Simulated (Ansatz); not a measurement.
# GaH4PSiZn: the cost of one run

All numbers below are computed with Ansatz 0.2.0 (RKS PBE/def2-SVP).

## 1. The starting structure

Bond lengths: Si1–Zn2 2.523 Å, Zn2–P3 2.681 Å, Si1–Ga4 2.543 Å, P3–Ga4 2.301 Å, Si1–H5 1.489 Å, Si1–H6 1.482 Å, P3–H7 1.399 Å, Ga4–H8 1.646 Å. Angles: Si1–Zn2–P3 100.5°, Zn2–Si1–Ga4 73.1°, Zn2–Si1–H5 106.8°, Zn2–Si1–H6 117.6°, Ga4–Si1–H5 120.7°, Ga4–Si1–H6 132.9°, H5–Si1–H6 100.7°, Zn2–P3–Ga4 74.1°, Zn2–P3–H7 93.6°, Ga4–P3–H7 88.9°, Si1–Ga4–P3 111.3°, Si1–Ga4–H8 114.5°, P3–Ga4–H8 134.1°.

As a file:

```xyz
8

Si   -0.9954    1.1948   -0.2774
Zn    1.5251    1.2011   -0.4000
P     2.0287   -1.4253   -0.2144
Ga   -0.2287   -1.1891    0.1630
H    -1.4933    1.5969   -1.6217
H    -1.6441    2.2197    0.5746
H     2.2387   -1.3761    1.1680
H    -1.4309   -2.2219    0.6079
```

## 2. Relaxing end A

input.yaml reads:

```yaml
crystal:
  periodic: [false, false, false]
  atoms:
    - { symbol: Si, position_ang: [-0.99537, 1.19478, -0.27742] }
    - { symbol: Zn, position_ang: [1.52508, 1.20106, -0.39999] }
    - { symbol: P, position_ang: [2.02867, -1.42529, -0.21444] }
    - { symbol: Ga, position_ang: [-0.22874, -1.18913, 0.16298] }
    - { symbol: H, position_ang: [-1.49333, 1.59689, -1.62167] }
    - { symbol: H, position_ang: [-1.64413, 2.21971, 0.57457] }
    - { symbol: H, position_ang: [2.23872, -1.37611, 1.16802] }
    - { symbol: H, position_ang: [-1.4309, -2.22191, 0.60794] }
basis:
  gaussian: { orbitals: def2-SVP }
hamiltonian:
  xc: pbe
relax:
  f_tol: 0.02
  max_steps: 50
```

Started as:

```console
ansatz run input.yaml --threads 2 --pin off --max-ram 3072MiB --backend cpu --events-out ev --progress --plain --runs-dir out
```

What time and memory should one allow on 2 threads of Arm Neoverse V1, shared host?

About 35 s, with a peak of 0.18 GiB.
